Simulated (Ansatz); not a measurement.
Geometry optimisation, DFT PBE-D3(BJ), scalar-relativistic, plane waves, PAW in Ansatz 0.2.0.

The input (input.yaml):

```yaml
crystal:
  lattice:
    - [7.67918, 0.0, 0.0]
    - [3.83959, 6.650365, 0.0]
    - [0.0, 0.0, 17.868765]
  atoms:
    - { symbol: H, position: [0.16666666, 0.16666666, 0.05596358] }
    - { symbol: H, position: [0.66666664, 0.16666666, 0.05596358] }
    - { symbol: H, position: [0.16666666, 0.66666663, 0.05596358] }
    - { symbol: H, position: [0.66666664, 0.66666663, 0.05596358] }
    - { symbol: Si, position: [0.16666666, 0.16666666, 0.13990894] }
    - { symbol: Si, position: [0.66666664, 0.16666666, 0.13990894] }
    - { symbol: Si, position: [0.16666666, 0.66666663, 0.13990894] }
    - { symbol: Si, position: [0.66666664, 0.66666663, 0.13990894] }
    - { symbol: Si, position: [-0.16666666, 0.33333332, 0.18377056] }
    - { symbol: Si, position: [0.33333332, 0.33333332, 0.18377056] }
    - { symbol: Si, position: [-0.16666666, 0.83333329, 0.18377056] }
    - { symbol: Si, position: [0.33333332, 0.83333329, 0.18377056] }
    - { symbol: Si, position: [-0.16666666, 0.33333332, 0.31535542] }
    - { symbol: Si, position: [0.33333332, 0.33333332, 0.31535542] }
    - { symbol: Si, position: [-0.16666666, 0.83333329, 0.31535542] }
    - { symbol: Si, position: [0.33333332, 0.83333329, 0.31535542] }
    - { symbol: Si, position: [0.0, 0.0, 0.35921704] }
    - { symbol: Si, position: [0.49999998, 0.0, 0.35921704] }
    - { symbol: Si, position: [0.0, 0.49999997, 0.35921704] }
    - { symbol: Si, position: [0.49999998, 0.49999997, 0.35921704] }
    - { symbol: H, position: [0.49999998, 0.0, 0.44036423] }
    - { symbol: H, position: [0.0, 0.49999997, 0.44036423] }
    - { symbol: H, position: [0.49999998, 0.49999997, 0.44036423] }
    - { symbol: Cl, position: [0.51744638, 0.32305922, 0.51535542], spin: 1.0 }
    - { symbol: H, position: [0.50400377, 0.48561296, 0.54053903] }
magnetization:
  spin_polarized: true
basis:
  ecutwfc: 420.0
kpoints:
  mp_grid: { grid: [2, 2, 1] }
hamiltonian:
  xc: pbe
  dispersion: d3bj
  pseudopotentials: { kind: paw, azcp: { folder: soft_1 } }
scf:
  occupations: { method: fermi_dirac, width: 0.02 }
  lower_state_search: "off"
relax:
  f_tol: 0.03
  max_steps: 60
  adjacent_minimum: "off"
  constraints: [{ sites: [0, 1, 2, 3, 4, 5, 6, 7] }]
output:
  write_density: true
  write_potential: true
  elf: true
  volumetric_format: npy
```

Command:

```bash
$ ansatz run input.yaml --threads 2 --pin off --max-ram 5120MiB --backend cpu --events-out ev --progress --plain --runs-dir out
```

Task: Where does it end, and by what steps?

Result: The forces met the threshold. The force dipped under the threshold on the way, but the program's further checks kept it going. Limits of this set-up: thin slab, slab without dipole correction. After 29 steps the energy has fallen by 1.094 eV; Cl24 moved furthest, 1.75 Å.

```tsv
step	energy less start (eV)	largest force component (eV/Å)	accepted
0	0.0000	2.061	yes
2	-0.8150	0.764	yes
4	-0.9580	0.383	yes
6	-1.0008	0.112	yes
8	-1.0066	0.240	yes
10	-1.0135	0.086	yes
12	-1.0224	0.440	yes
14	-1.0464	0.232	yes
16	-1.0511	0.021	yes
18	-1.0545	0.084	yes
20	-1.0608	0.258	yes
22	-1.0771	0.082	yes
24	-1.0898	0.105	yes
26	-1.0934	0.077	yes
28	-1.0938	0.025	yes
29	-1.0939	0.007	yes
```

```xyz
25
Lattice="7.6792 0.0000 0.0000 3.8396 6.6504 0.0000 0.0000 0.0000 17.8688" Properties=species:S:1:pos:R:3
H 1.920 1.108 1.000
H 5.759 1.108 1.000
H 3.840 4.434 1.000
H 7.679 4.434 1.000
Si 1.920 1.108 2.500
Si 5.759 1.108 2.500
Si 3.840 4.434 2.500
Si 7.679 4.434 2.500
Si 0.000 2.219 3.256
Si 3.840 2.216 3.258
Si 1.918 5.541 3.259
Si 5.762 5.541 3.248
Si 0.006 2.217 5.604
Si 3.831 2.212 5.604
Si 1.914 5.540 5.608
Si 5.764 5.553 5.590
Si 0.000 -0.004 6.290
Si 3.839 0.000 6.373
Si 1.920 3.327 6.374
Si 5.755 3.332 6.327
H 3.821 -0.005 7.873
H 1.919 3.322 7.876
H 5.747 3.369 7.842
Cl 6.505 1.016 9.569
H 6.182 2.043 8.836
```

Whether the end is a true minimum wasn't checked by a vibrational analysis.

Run time: 9.6 min on 2 threads of Arm Neoverse V1 (shared host), peak memory 1.4 GiB.
